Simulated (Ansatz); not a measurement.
# SrIn5: the cost of one run

All numbers are computed with Ansatz 0.2.0, driven from Python. Level of theory: DFT PBEsol, plane waves, PAW.

## Step 1: The structure

SrIn5 P6/mmm: Symmetry: P6/mmm, No. 191, hexagonal system. The conventional cell has a = 6.409 Å, b = 6.409 Å, c = 5.172 Å, α = 90.00°, β = 90.00°, γ = 120.00°. Around Sr (site symmetry 6/mmm) lie 18 In at 3.70 to 4.12 Å. In (site symmetry mmm) has 8 In at 3.18 to 3.20 Å as nearest neighbours. In (site symmetry -6m2) has 6 In at 3.18 Å as nearest neighbours.

Sr Fm-3m: The structure is cubic, space group Fm-3m (No. 225). Conventional cell: a = 6.085 Å, b = 6.085 Å, c = 6.085 Å, α = 90.00°, β = 90.00°, γ = 90.00°. Sr (site symmetry m-3m) is surrounded by 12 Sr at 4.30 Å.

In I4/mmm: Symmetry: I4/mmm, No. 139, tetragonal system. Conventional cell: a = 3.251 Å, b = 3.251 Å, c = 4.947 Å, α = 90.00°, β = 90.00°, γ = 90.00°. Around In (site symmetry 4/mmm) lie 12 In at 3.25 to 3.38 Å.

The script holds or builds the structure itself.

## Step 2: The code

formation_srin5.py reads:

```python
"""Heat of formation of SrIn5 at zero temperature, after relaxing cells and atoms."""

from collections import Counter
import warnings

import ansatz as az
import numpy as np

PHASES = {
    "SrIn5": (
        [(6.408541, 0.0, 0.0), (-3.204271, 5.54996, 0.0), (0.0, 0.0, 5.171793)],
        [
            ("Sr", (0.0, 0.0, 0.0)),
            ("In", (0.0, 0.5, 0.5)),
            ("In", (0.5, 0.5, 0.5)),
            ("In", (0.5, 0.0, 0.5)),
            ("In", (2 / 3, 1 / 3, 0.0)),
            ("In", (1 / 3, 2 / 3, 0.0)),
        ],
    ),
    "Sr": (
        [(0.0, 3.04235, 3.04235), (3.04235, 0.0, 3.04235), (3.04235, 3.04235, 0.0)],
        [
            ("Sr", (0.0, 0.0, 0.0)),
        ],
    ),
    "In": (
        [(-1.62547, 1.62547, 2.4737), (1.62547, -1.62547, 2.4737), (1.62547, 1.62547, -2.4737)],
        [
            ("In", (0.0, 0.0, 0.0)),
        ],
    ),
}


def build(vectors, sites):
    crystal = az.Crystal(lattice=az.Lattice.of(vectors))
    for symbol, position in sites:
        crystal = crystal.atom(symbol, position)
    return crystal


def solve(name, crystal):
    calc = (
        crystal.calculation()
        .functional("pbesol")
        .scf(tolerance=1e-08)
        .basis(500)  # a bare number is in eV
        .kpoints(spacing=0.3)  # sampling of the Brillouin zone
        .occupations("fermi_dirac", width=0.05)  # fractional filling near the Fermi level
        .stress()  # GPa
    )
    calc = calc.relax(force_tolerance=0.03, max_steps=60, cell=True)
    return calc.run()


def counts(outcome):
    return Counter(site.symbol for site in outcome.lattice.sites)

def formation_energy(outcome, mu):
    n = counts(outcome)
    return (outcome.report["energy_sigma0_ev"] - sum(k * mu[element] for element, k in n.items())) / sum(n.values())


def volume_per_atom(outcome):
    return abs(np.linalg.det(outcome.lattice.cell_ang)) / len(outcome.lattice.sites)

warnings.simplefilter("ignore", az.DeckWarning)

phases = {name: build(*cell) for name, cell in PHASES.items()}

done = {name: solve(name, crystal) for name, crystal in phases.items()}

# chemical potentials of the elements at zero temperature
references = {"Sr": "Sr", "In": "In"}
mu = {element: done[name].report["energy_sigma0_ev"] / len(done[name].lattice.sites) for element, name in references.items()}

target = done["SrIn5"]
heat = formation_energy(target, mu)
rows = [(name, len(o.lattice.sites), volume_per_atom(o), formation_energy(o, mu)) for name, o in done.items()]
print("| phase | atoms | V (A^3/atom) | E_form (eV/atom) |")
print("| --- | --- | --- | --- |")
for row in rows:
    print(f"| {row[0]} | {row[1]:d} | {row[2]:.3f} | {row[3]:.4f} |")
```

## Step 3: The input behind the calls

The engine receives this input (first run):

```yaml
crystal:
  lattice:
    - [6.408541, 0.0, 0.0]
    - [-3.204271, 5.54996, 0.0]
    - [0.0, 0.0, 5.171793]
  atoms:
    - { symbol: Sr, position: [0.0, 0.0, 0.0] }
    - { symbol: In, position: [0.0, 0.5, 0.5] }
    - { symbol: In, position: [0.5, 0.5, 0.5] }
    - { symbol: In, position: [0.5, 0.0, 0.5] }
    - { symbol: In, position: [0.6666666666666666, 0.3333333333333333, 0.0] }
    - { symbol: In, position: [0.3333333333333333, 0.6666666666666666, 0.0] }
basis:
  ecutwfc: 500.0
kpoints:
  mp_grid:
    kspacing: 0.3
hamiltonian:
  xc: pbesol
scf:
  convergence:
    dr2_threshold: 1.0e-08
  occupations:
    method: fermi_dirac
    width: 0.05
relax:
  f_tol: 0.03
  max_steps: 60
  cell: {}
output:
  stress: true
```

## Step 4: Launch

On the command line:

```sh
$ python formation_srin5.py
```

Q: Estimate wall time and peak memory on 1 thread of Arm Neoverse V1, shared host.

About 59 s, with a peak of 0.57 GiB.
